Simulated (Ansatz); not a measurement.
Working through a relaxed scan of one distance of Al2H4Se, SMILES [AlH2][AlH][SeH]

Program: the Python package of Ansatz (0.2.0).

Notebook, run cell by cell (the value of a cell's last expression is shown):

**Cell 1**
```python
import ansatz as az
import numpy as np

geometry = (
    az.Crystal.molecule()
    .atom("Al", (-1.4275, 0.4396, -0.7197))
    .atom("Al", (0.7576, 0.4306, 0.3524))
    .atom("Se", (2.1842, -1.4437, -0.008))
    .atom("H", (-1.8644, -0.719, -1.6636))
    .atom("H", (-2.4464, 1.7228, -0.5166))
    .atom("H", (1.2258, 1.659, 1.2853))
    .atom("H", (1.632, -2.1572, 1.2247))
)
```

**Cell 2**
```python
calc = (
    geometry.calculation()
    .basis(gaussian="def2-SVP")
    .functional("HF")
)
symbols = [site.symbol for site in geometry.cartesian_sites]
pairs = [(0, 1), (0, 3), (0, 4), (1, 2), (1, 5), (2, 6)]
print("held (A)   E (eV)        ", "  ".join(f"{symbols[i]}{i}-{symbols[j]}{j}" for i, j in pairs))
for length in [2.19, 2.38, 2.57, 2.86, 3.22]:
    summary = calc.relax(constraints=[az.DistanceConstraint((1, 2), at=length)], force_tolerance=0.02, max_steps=60).run().report
    xyz = np.array(summary["positions_ang"])
    print(f"{length:6.2f} {summary['free_energy_ev']:14.5f}  ", "  ".join(f"{np.linalg.norm(xyz[i] - xyz[j]):.3f}" for i, j in pairs))
```
Output:
```text
held (A)   E (eV)         Al0-Al1  Al0-H3  Al0-H4  Al1-Se2  Al1-H5  Se2-H6
DeckWarning: relax.constraints: the input's atoms, or those drawn, lie off the distances that are held; a relaxation that starts there is brought onto them ahead of its first SCF, by positions alone, an atom by 9.64e-2 Å at the most. With the symmetry [...]
  2.19   -78520.35469   2.624  1.587  1.588  2.190  1.586  1.456
  2.38   -78520.50589   2.620  1.585  1.586  2.380  1.582  1.456
  2.57   -78520.31125   2.607  1.585  1.585  2.570  1.580  1.457
  2.86   -78519.68726   2.601  1.581  1.581  2.860  1.575  1.458
  3.22   -78518.83222   2.583  1.577  1.577  3.220  1.570  1.458
```

Total energies depend on the basis set; only differences at equal settings carry meaning. Warnings are shown shortened and without file and line. The energies are electronic: no zero-point or thermal terms, and the basis set is short of its limit. Timing: 2.8 min on 1 thread of Arm Neoverse V2 (shared host), peak memory 0.24 GiB.
